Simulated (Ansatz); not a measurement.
**CH5AlGeOS: a ladder of functionals and wavefunction methods**

One table from this session's results is given with a row withheld; the runs are named, their logs left out.

Method: functionals in def2-TZVPP, the program's frozen cores in correlated methods; program: Ansatz 0.2.0, Gaussian basis.

The runs, in order: LDA (SPW92), PBE-D4, revPBE-D4, BLYP-D4, r2SCAN-D4, B97M-V, PBE0-D4, B3LYP-D4, r2SCANh-D4, r2SCAN0-D4, HSE06-D4, BHLYP-D4, CAM-B3LYP-D4, LC-ωPBE, ωB97X-V, ωB97M-V, B2PLYP, PBE-QIDH; CCSD(T)/def2-SVP; CCSD(T)/def2-TZVPP; MP2/def2-QZVPP; extrapolation to the limit; RPA on PBE.

## Structure used throughout

An earlier PBE0-D4 in a triple-zeta def2 set relaxation fixed the geometry.

10 atoms, charge 0, spin multiplicity 1.

Atoms are counted from 1 here; the program's logs count them from 0.

Bond lengths: O1–Ge2 1.784 Å, O1–H6 0.960 Å, Ge2–Al3 2.416 Å, Ge2–S5 2.352 Å, Ge2–H7 1.538 Å, Al3–C4 1.950 Å, Al3–H8 1.578 Å, C4–S5 1.848 Å, C4–H9 1.086 Å, C4–H10 1.090 Å. Angles: Ge2–O1–H6 111.9°, O1–Ge2–Al3 126.3°, O1–Ge2–S5 110.2°, O1–Ge2–H7 102.3°, Al3–Ge2–S5 61.1°, Al3–Ge2–H7 131.5°, S5–Ge2–H7 104.7°, Ge2–Al3–C4 87.7°, Ge2–Al3–H8 135.2°, C4–Al3–H8 132.6°, Al3–C4–S5 79.3°, Al3–C4–H9 125.2°, Al3–C4–H10 116.4°, S5–C4–H9 111.6°, S5–C4–H10 108.1° and more.

Set-up of the first run:

in.yaml reads:

```yaml
crystal:
  periodic: [false, false, false]
  atoms:
    - {symbol: O, position_ang: [-0.807958, 2.231694, 0.745181]}
    - {symbol: Ge, position_ang: [0.378642, 0.942492, 1.080077]}
    - {symbol: Al, position_ang: [0.117217, -1.405886, 0.576737]}
    - {symbol: C, position_ang: [-0.259286, -0.888373, -1.265716]}
    - {symbol: S, position_ang: [1.261820, 0.107893, -0.933233]}
    - {symbol: H, position_ang: [-1.656254, 1.876031, 0.470688]}
    - {symbol: H, position_ang: [1.538083, 1.724030, 1.720250]}
    - {symbol: H, position_ang: [0.619218, -2.753517, 1.226543]}
    - {symbol: H, position_ang: [-1.087095, -0.260813, -1.584089]}
    - {symbol: H, position_ang: [-0.021386, -1.624652, -2.033339]}
basis:
  gaussian: {orbitals: def2-TZVPP}
hamiltonian: {xc: lda}
output: {orbitals: {seedname: orbitals}}
```

Run with:

```sh
ansatz run in.yaml --threads 4 --pin off --events-out ev --progress --plain --max-ram 10444MiB
```

Among the steps run: LDA; PBE-D4 (GGA); revPBE-D4 (GGA); BLYP-D4 (GGA); r2SCAN-D4 (meta-GGA); B97M-V (meta-GGA); PBE0-D4 (hybrid); B3LYP-D4 (hybrid); r2SCANh-D4 (hybrid); r2SCAN0-D4 (hybrid); HSE06-D4 (hybrid); BHLYP-D4 (hybrid); CAM-B3LYP-D4 (range-separated); LC-ωPBE (range-separated); ωB97X-V (range-separated); ωB97M-V (range-separated); B2PLYP (double hybrid); PBE-QIDH (double hybrid).

One of the session's tables, all rows but one given; the rest of the session is left out.

It belongs to the step «Orbital energies across the functionals». 

```
  functional  HOMO (eV)  gap (eV)
 LDA (SPW92)      -5.92      3.90
      PBE-D4      -5.79      3.96
   revPBE-D4      -5.73      3.99
     BLYP-D4      -5.64      3.92
   r2SCAN-D4      -6.01      4.39
      B97M-V      -6.05      4.36
     PBE0-D4      -6.81      5.68
    B3LYP-D4      -6.62      5.30
  r2SCANh-D4      -6.39      5.02
  r2SCAN0-D4      -6.96      5.95
    HSE06-D4      -6.42      4.93
    BHLYP-D4          ?         ?
CAM-B3LYP-D4      -8.00      7.79
     LC-ωPBE      -9.23     10.03
     ωB97X-V      -8.93      9.64
     ωB97M-V      -8.77      9.22
```

Estimate the missing values for BHLYP-D4.

Worked estimate for «HOMO (eV)». Against the share of exact exchange, BLYP-D4 (0, -5.64), B3LYP-D4 (0.2, -6.62) give a slope of -4.90 per unit share; at 0.5 the line stands at -8.09.

As computed: HOMO (eV): -7.71; gap (eV): 7.32. In «HOMO (eV)» the line misses by -0.38.
